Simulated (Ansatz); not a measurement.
# BaMnAsF: the cost of one run

Computed with Ansatz 0.2.0 (DFT PBE+U (U_eff = 3.9 eV on Mn 3d), scalar-relativistic, plane waves, PAW, unless a step's input says otherwise).

These runs use a low cutoff (300 eV) and a coarse mesh on purpose, to show what cheap settings give: their numbers aren't properties of the material.

**1. The structure to begin with**

The structure is tetragonal, space group P4/nmm (No. 129). Conventional cell: a = 4.373 Å, b = 4.373 Å, c = 9.640 Å, α = 90.00°, β = 90.00°, γ = 90.00°. Around Ba (site symmetry 4mm) lie 4 F at 2.66 Å. Mn (site symmetry -4m2) has 4 As at 2.67 Å as nearest neighbours. Around As (site symmetry 4mm) lie 4 Mn at 2.67 Å. Around F (site symmetry -4m2) lie 4 Ba at 2.66 Å.

Coordinates:

```xyz
8
Lattice="4.3734 0.0000 0.0000 0.0000 4.3734 0.0000 0.0000 0.0000 9.6398" Properties=species:S:1:pos:R:3 pbc="T T T"
Ba    2.1867    0.0000    3.3048
Ba    0.0000    2.1867    6.3349
Mn    2.1867    2.1867    0.0000
Mn    0.0000    0.0000    0.0000
As    0.0000    2.1867    1.5375
As    2.1867    0.0000    8.1023
F     2.1867    2.1867    4.8199
F     0.0000    0.0000    4.8199
```

Starting moments: Mn 4.80, -4.80 μB.

**2. A single point with the electronic structure**

input.yaml

```yaml
crystal:
  lattice:
    - [4.3733958751, 0.0, 0.0]
    - [0.0, 4.3733958751, 0.0]
    - [0.0, 0.0, 9.6397786313]
  atoms:
    - { symbol: Ba, position: [0.5, 0.0, 0.3428326746] }
    - { symbol: Ba, position: [0.0, 0.5, 0.6571673254] }
    - { symbol: Mn, position: [0.5, 0.5, 0.0], spin: 4.8 }
    - { symbol: Mn, position: [0.0, 0.0, 0.0], spin: -4.8 }
    - { symbol: As, position: [0.0, 0.5, 0.1594949408] }
    - { symbol: As, position: [0.5, 0.0, 0.8405050592] }
    - { symbol: F, position: [0.5, 0.5, 0.5] }
    - { symbol: F, position: [0.0, 0.0, 0.5] }
basis:
  ecutwfc: 300
  ecutrho_ratio: 4
kpoints:
  mp_grid: { grid: [4, 4, 2] }
  band_path:
    path:
      - [[0.0, 0.0, 0.0], [0.0, 0.5, 0.0], [0.5, 0.5, 0.0], [0.0, 0.0, 0.0], [0.0, 0.0, 0.5], [0.0, 0.5, 0.5], [0.5, 0.5, 0.5], [0.0, 0.0, 0.5]]
      - [[0.0, 0.5, 0.0], [0.0, 0.5, 0.5]]
      - [[0.5, 0.5, 0.0], [0.5, 0.5, 0.5]]
    npoints: 14
hamiltonian:
  xc: pbe
  hubbard: { sites: [{ species: Mn, l: d, u_eff: 3.9 }] }
scf:
  occupations: { method: gaussian, width: 0.05 }
  lower_state_search: "off"
  n_extra_bands: 35
output:
  forces: true
  stress: true
  eigenvalues: true
  populations: true
  hubbard: { sites: [{ species: Mn, l: d }] }
  dos: { projected: true, de: 0.02, nscf_kmesh: { grid: [6, 6, 3] } }
  bader: true
magnetization:
  spin_polarized: true
checkpoint:
  read: start.run
  write: ck
  compress: false
  write_wavefunctions: false
  write_every: 100000
```

start.run is the folder with the converged state of an earlier run on this cell.

Command:

```
$ ansatz run input.yaml --threads 2 --pin off --max-ram 5120MiB --backend cpu --events-out ev --progress --plain --runs-dir out
```

Q: Estimate wall time and peak memory on 2 threads of Arm Neoverse V1, shared host.

About 2.6 min, with a peak of 1.6 GiB.
